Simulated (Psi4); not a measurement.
# GeF4 (tetrafluorogermane): MP2/def2-SVP

What is the energy change on altering one bond length of GeF4 (tetrafluorogermane) at MP2/def2-SVP? 

Program for the calculation: Psi4 1.11.

6 further runs of the same task are left out: 6 that didn't finish.

## 1. The molecule

GeF4: 5 atoms, total charge 0, spin state singlet. As SMILES, `[F][Ge]([F])([F])[F]`. The shape is that of a PBE0-D4/def2-TZVP optimisation.

Bond lengths: F1–Ge2 1.691 Å, Ge2–F3 1.691 Å, Ge2–F4 1.692 Å, Ge2–F5 1.691 Å. Angles: F1–Ge2–F3 109.5°, F1–Ge2–F4 109.5°, F1–Ge2–F5 109.5°, F3–Ge2–F4 109.5°, F3–Ge2–F5 109.5°, F4–Ge2–F5 109.5°.

## 2. The energy at MP2/def2-SVP

job.in reads:

```
memory 2200 mb

molecule {
  0 1
  F     -0.85884273     0.18037436     3.07363954
  Ge     0.00000000     0.00000000     0.00000000
  F      2.41539124    -2.07032725    -0.31152135
  F     -2.48699296    -0.99392035    -1.74484082
  F      0.93044445     2.88389214    -1.01727737
  units au
  symmetry c1
  no_reorient
  no_com
}

set puream true
set e_convergence 1e-09
set d_convergence 1e-08
set scf_type pk
set num_frozen_docc 13
set mp2_type conv

e, wfn = energy('mp2/def2-SVP', return_wfn=True)
print_variables()
```

Launch:

```
psi4 -n 1 job.in job.out
```

job.out:

```text
[...]
  Running in c1 symmetry.
[...]
  Nuclear repulsion =  453.504144991103203
[...]
  Multiplicity = 1
[...]
  Nalpha       = 34
  Nbeta        = 34
[...]
    Number of basis functions: 88
[...]
   @RHF iter   1: -2471.93540102064799   -3.90425e+00   2.24665e-02 DIIS/ADIIS
[...]
   @RHF iter  10: -2472.67636495481838   -8.18545e-12   2.35132e-09 DIIS
[...]
    Orbital Energies [Eh]
    ---------------------
    Doubly Occupied:
       1A   -405.366606     2A    -52.284954     3A    -46.387503
       4A    -46.387503     5A    -46.387503     6A    -26.333587
       7A    -26.333558     8A    -26.333558     9A    -26.333557
      10A     -7.354351    11A     -5.334958    12A     -5.334957
      13A     -5.334957    14A     -1.827154    15A     -1.827153
      16A     -1.827152    17A     -1.807954    18A     -1.807953
      19A     -1.622659    20A     -1.576902    21A     -1.576900
      22A     -1.576897    23A     -0.849536    24A     -0.755085
      25A     -0.755083    26A     -0.755079    27A     -0.708388
      28A     -0.708384    29A     -0.684947    30A     -0.684946
      31A     -0.684945    32A     -0.680296    33A     -0.680296
      34A     -0.680295
[...]
  @RHF Final Energy: -2472.67636495481838
   => Energetics <=
    Nuclear Repulsion Energy =            453.5041449911032032
    One-Electron Energy =               -4353.1899092449448290
    Two-Electron Energy =                1427.0093992990230163
    Total Energy =                      -2472.6763649548183821
[...]
 Multipole Moments:
 ------------------------------------------------------------------------------------
     Multipole            Electronic (a.u.)      Nuclear  (a.u.)        Total (a.u.)
 ------------------------------------------------------------------------------------
 L = 1.  Multiply by 2.5417464519 to convert [e a0] to [Debye]
 Dipole X            :          0.0000018            0.0000000            0.0000018
 Dipole Y            :         -0.0001802            0.0001701           -0.0000101
 Dipole Z            :          0.0000017           -0.0000000            0.0000017
 Magnitude           :                                                    0.0000104
[...]
	SCS-MP2 Total Energy (a.u.)        : -2473.59209540591473
	SOS-MP2 Total Energy (a.u.)        : -2473.49817512354730
	SCSN-MP2 Total Energy (a.u.)       : -2473.17226404571647
[...]
	SOS-PI-MP2 Total Energy (a.u.)     : -2473.63514348500212
[...]
	MP2 Total Energy (a.u.)            : -2473.64296760919387
[...]
```

Wall time 3.6 s (1 thread of Intel Xeon 6975P-C (Granite Rapids), shared host); peak memory 0.45 GiB.

## 3. The distorted shape, same level

f4ge.xyz reads:

```xyz
5
F4Ge
F     -0.646188     0.259770     1.651225
Ge    -0.191708     0.164320     0.024725
F      1.278170    -1.095570    -0.164850
F     -1.507768    -0.361640    -0.898605
F      0.300662     1.690410    -0.513595
```

run_ase.py reads:

```python
import numpy as np
from ase.calculators.psi4 import Psi4
from ase.io import read

mol = read('f4ge.xyz')
calc = Psi4(atoms=mol, method='mp2', basis='def2-SVP', memory='2200MB', num_threads=1, charge=0, multiplicity=1, label='f4ge')
calc.psi4.set_options({'puream': True, 'e_convergence': 1e-09, 'd_convergence': 1e-08, 'scf_type': 'pk', 'num_frozen_docc': 13, 'mp2_type': 'conv'})
mol.calc = calc

print(f'energy: {mol.get_potential_energy():.6f} eV')
```

Launch:

```
python run_ase.py
```

f4ge.dat:

```text
[...]
  Running in c1 symmetry.
[...]
  Nuclear repulsion =  438.452774520433991
[...]
  Multiplicity = 1
[...]
  Nalpha       = 34
  Nbeta        = 34
[...]
    Number of basis functions: 88
[...]
   @RHF iter   1: -2471.90824920780869   -4.24133e+00   2.23080e-02 ADIIS/DIIS
[...]
   @RHF iter  12: -2472.64205905305471   -1.81899e-12   1.28970e-09 DIIS
[...]
    Orbital Energies [Eh]
    ---------------------
    Doubly Occupied:
       1A   -405.390332     2A    -52.307655     3A    -46.410933
       4A    -46.410001     5A    -46.410001     6A    -26.347913
       7A    -26.347892     8A    -26.347891     9A    -26.295968
      10A     -7.373596    11A     -5.354104    12A     -5.354104
      13A     -5.353443    14A     -1.845357    15A     -1.845356
      16A     -1.835104    17A     -1.826577    18A     -1.826577
      19A     -1.624541    20A     -1.589545    21A     -1.589541
      22A     -1.516348    23A     -0.848954    24A     -0.757782
      25A     -0.757779    26A     -0.743338    27A     -0.712104
      28A     -0.712101    29A     -0.695742    30A     -0.695740
      31A     -0.692673    32A     -0.640451    33A     -0.639864
      34A     -0.639864
[...]
  @RHF Final Energy: -2472.64205905305471
   => Energetics <=
    Nuclear Repulsion Energy =            438.4527745204339908
    One-Electron Energy =               -4322.7113281845522579
    Two-Electron Energy =                1411.6164946110632172
    Total Energy =                      -2472.6420590530551635
[...]
 Multipole Moments:
 ------------------------------------------------------------------------------------
     Multipole            Electronic (a.u.)      Nuclear  (a.u.)        Total (a.u.)
 ------------------------------------------------------------------------------------
 L = 1.  Multiply by 2.5417464519 to convert [e a0] to [Debye]
 Dipole X            :         -0.4359601            0.1385687           -0.2973914
 Dipole Y            :          0.3736583           -0.1187651            0.2548931
 Dipole Z            :          0.0562315           -0.0178715            0.0383600
 Magnitude           :                                                    0.3935526
[...]
	SCS-MP2 Total Energy (a.u.)        : -2473.56626408433658
	SOS-MP2 Total Energy (a.u.)        : -2473.47180571464378
	SCSN-MP2 Total Energy (a.u.)       : -2473.14079924503267
[...]
	SOS-PI-MP2 Total Energy (a.u.)     : -2473.61009682490840
[...]
	MP2 Total Energy (a.u.)            : -2473.61688971345711
[...]
```

Standard output:

```text
energy: -67310.544062 eV
```

Wall time 3.6 s (1 thread of Intel Xeon 6975P-C (Granite Rapids), shared host); peak memory 0.46 GiB.

## 4. Summary of results

At MP2/def2-SVP, 13 core orbitals frozen:

| quantity | value |
| --- | --- |
| first shape: total energy | -2473.64297 Eh |
| first shape: HOMO energy (Hartree–Fock orbitals) | -18.51 eV |
| first shape: LUMO energy (Hartree–Fock orbitals) | 2.45 eV |
| first shape: HOMO–LUMO gap (Hartree–Fock orbitals) | 20.96 eV |
| first shape: correlation energy (13 core orbitals frozen) | -966.6 mEh |
| distorted shape: total energy | -2473.61689 Eh |
| distorted shape: HOMO energy (Hartree–Fock orbitals) | -17.41 eV |
| distorted shape: LUMO energy (Hartree–Fock orbitals) | 1.34 eV |
| distorted shape: HOMO–LUMO gap (Hartree–Fock orbitals) | 18.75 eV |
| distorted shape: correlation energy (13 core orbitals frozen) | -974.8 mEh |
| energy change with the Ge2–F3 bond stretched from 1.691 to 1.945 Å | 0.710 eV |

In words: With the Ge2–F3 bond stretched from 1.691 to 1.945 Å the energy rises by 0.71 eV (16.4 kcal/mol). The first shape isn't relaxed at this level, so the change isn't measured from a minimum.
